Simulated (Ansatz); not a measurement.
Runs of Ansatz 0.2.0 on Sn3Se. Symmetry: Fm-3m, No. 225, cubic system. The conventional cell has a = 7.466 Å, b = 7.466 Å, c = 7.466 Å, α = 90.00°, β = 90.00°, γ = 90.00°. Around Sn (site symmetry m-3m) lie 8 Sn at 3.23 Å. Sn (site symmetry -43m) is surrounded by 4 Sn at 3.23 Å and 4 Se at 3.23 Å. Around Se (site symmetry m-3m) lie 8 Sn at 3.23 Å. The cell comes from a database or a generator and needn't be the stable form of this composition.

| task | level | cell | points for each segment of the path | gap on the mesh (eV) | pressure (GPa) | relaxed volume (Å³/atom) |
| --- | --- | --- | --- | --- | --- | --- |
| relaxation of cell and atoms | PBE0 | relaxed | - | none | 0.0 | 24.71 |
| band structure | HSE06 | as given | 4 | none | (a) | - |
| single point | PBE0 | as given | - | none | -2.8 | - |
| relaxation of cell and atoms | HSE06 | relaxed | - | none | 0.0 | 24.62 |

Alike in all rows: potentials or basis Ansatz PAW; no spin polarisation; k mesh 4 × 4 × 4; cutoff (eV) 420; smearing fermi-dirac 0.05 eV; the mesh is coarse, so values aren't converged.

Estimate the missing entries.

(a) -2.6.

Caveats: all runs use coarse meshes; the PAW data sets come from PBE, with cores solved anew for the run's functional, which leaves a small shift of forces and pressure; the plane-wave basis is chosen anew once the cell has moved, so the energies of steps on either side of that aren't comparable (some runs); the thresholds are loose for stress (some runs); spin-orbit coupling is left out, which moves the levels of the heavy elements (some runs).

A k mesh can miss the band edges, and the runs leave out spin-orbit coupling on Se, Sn.

A gap of «none» marks a metal or a gap under the smearing width.
